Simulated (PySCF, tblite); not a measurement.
# C3H10BN: geometry, infrared bands, NMR shifts, spin-spin couplings, electronic excitations and core binding energies

Wanted: the infrared bands, NMR shifts, spin-spin couplings, electronic excitations and core binding energies of C3H10BN (`CC(C)BN`), by calculation.

Computed with tblite 0.8.0 and PySCF 2.14.0, with density-fitted response routines of our own, on a single molecule in the gas phase. Atoms count from 0, in the outputs and in this text.

## Step 1: The starting structure

15 atoms, charge 0, multiplicity 1; geometry from: force field or distance geometry start.

Bonds of the start (Å): C0–C1 1.52, C1–C2 1.52, C1–B3 1.61, B3–N4 1.52, C0–H5 1.12, C0–H6 1.11, C0–H7 1.11, C1–H8 1.12, C2–H9 1.12, C2–H10 1.10, C2–H11 1.11, B3–H12 1.18, N4–H13 1.05, N4–H14 1.04.

## Step 2: Relaxing the molecule with GFN2-xTB

The job: settings as JSON, then the geometry in Å.

```
{"job": {"kind": "relax", "xc": "GFN2-xTB", "basis": "xTB"}, "charge": 0, "multiplicity": 1}
C     -1.571500    -0.757300     0.392500
C     -0.324300     0.115300     0.479600
C     -0.462600     1.378500    -0.348500
B      0.973200    -0.710300     0.020300
N      2.357100    -0.093300     0.132900
H     -2.467500    -0.182900     0.749000
H     -1.763600    -1.068600    -0.660000
H     -1.471400    -1.654200     1.035600
H     -0.170400     0.400600     1.553000
H     -1.359300     1.960700    -0.004100
H      0.421300     2.028500    -0.243100
H     -0.610100     1.128800    -1.425100
H      0.853200    -1.821600    -0.367900
H      3.051800    -0.812800    -0.188400
H      2.539500     0.096800     1.139900
```

Started as:

```sh
$ OMP_NUM_THREADS=1 python probes_run.py task.json out
```

One launch serves the whole session: the jobs run in the order shown.

**Question.** This job is followed by: GFN2-xTB harmonic vibrations, gas phase; PBE0-D3(BJ)/def2-SVP geometry optimisation, gas phase; GIAO PBE0/pcSseg-1 NMR shielding, non-relativistic, gas phase; B3LYP/pcJ-1 indirect spin-spin coupling, non-relativistic, gas phase; TDDFT CAM-B3LYP/def2-SVPD, vertical, gas phase, core orbitals frozen in the response; GIAO PBE0/pcSseg-2 NMR shielding, non-relativistic, gas phase; delta-SCF UKS SCAN, pcX-2 on the ionised atom, pcseg-1 elsewhere, spin-free X2C. Predict these results of the whole session: strongest single infrared mode (GFN2-xTB); zero-point energy (GFN2-xTB); rotational constants (main isotopes); 13C shifts against TMS (PBE0/pcSseg-1, means over atoms taken as alike); 1H shifts against TMS (PBE0/pcSseg-1, means over atoms taken as alike); 11B shifts against BF3·OEt2 (PBE0/pcSseg-1); 15N shifts against NH3 (PBE0/pcSseg-1); largest coupling of the table (B3LYP/pcJ-1); lowest singlet (CAM-B3LYP/def2-SVPD); brightest single state of those computed; lowest triplet; vertical ionisation energy (ΔSCF); C1s binding energies, SCAN/pcX-2; B1s binding energies, SCAN/pcX-2; N1s binding energies, SCAN/pcX-2; range of the shift of N4.

The runs gave:

| quantity | value |
| --- | --- |
| strongest single infrared mode (GFN2-xTB) | 635 cm⁻¹, 230 km/mol |
| zero-point energy (GFN2-xTB) | 82.7 kcal/mol |
| rotational constants (main isotopes) | 7.43, 3.18, 2.53 GHz |
| 13C shifts against TMS (PBE0/pcSseg-1, means over atoms taken as alike) | 23.2, 20.2 ppm |
| 1H shifts against TMS (PBE0/pcSseg-1, means over atoms taken as alike) | 4.65, 3.85, 0.91, 0.52 ppm |
| 11B shifts against BF3·OEt2 (PBE0/pcSseg-1) | 43.4 ppm |
| 15N shifts against NH3 (PBE0/pcSseg-1) | 110.7 ppm |
| largest coupling of the table (B3LYP/pcJ-1) | 1J(B,H) B3–H12, 133.4 Hz |
| lowest singlet (CAM-B3LYP/def2-SVPD) | 7.02 eV (177 nm), f = 0.000 |
| brightest single state of those computed | state 4, 8.33 eV, f = 0.231 |
| lowest triplet | 6.52 eV |
| vertical ionisation energy (ΔSCF) | 10.21 eV |
| C1s binding energies, SCAN/pcX-2 | C0 290.22, C1 289.75 eV |
| B1s binding energies, SCAN/pcX-2 | B3 195.22 eV |
| N1s binding energies, SCAN/pcX-2 | N4 405.19 eV |
| range of the shift of N4 | 105.9 to 110.7 ppm |

What this shows: Relaxing lowered the energy by 0.876 eV in 107 steps; the close pair that moved most is B3–N4, from 1.519 to 1.380 Å (GFN2-xTB). All 39 modes are real, so the xTB geometry is a minimum. The strongest single mode, at 635 cm⁻¹, is spread over several atoms, H14, H13, N4 among them. Unscaled tight-binding wavenumbers are off by several per cent, some by more. Its intensities can rank the bands wrongly. Over 5 steps the energy fell by 0.218 eV; of the close pairs, B3–N4 changed most, 1.345 to 1.392 Å (PBE0/def2-SVP). No frequency check was run at this level, so the end point may be a saddle. At PBE0/pcSseg-1: The largest span, 143 ppm, is at N4, where the paramagnetic term is -161 ppm. Of the pairs tabulated at B3LYP/pcJ-1, B3–H12 couples most strongly (133.4 Hz; Fermi contact 133.5 Hz). Couplings across rotatable bonds belong to this one conformer; where others are populated, the observed values are averages. The first singlet state (HOMO→LUMO+1 0.86, HOMO→LUMO+4 0.09) lies at 7.02 eV and is dark; of the 10 states computed, the strongest absorption comes from state 4 at 8.33 eV. The lowest triplet lies 0.50 eV below the lowest singlet (triplets in Tamm-Dancoff, singlets in full TDDFT). The orbital energy would give 9.38 eV for ionisation, ΔSCF gives 10.21 eV. C0 (methyl carbon) binds its C1s electron 0.46 eV more tightly than C1 (sp3 CH bonded to B). Across the 2 runs the shift of N4 moves most, between 105.9 (PBE0/pcSseg-2) and 110.7 ppm (PBE0/pcSseg-1). Most of that comes from the computed reference, not from the atom's own shielding.
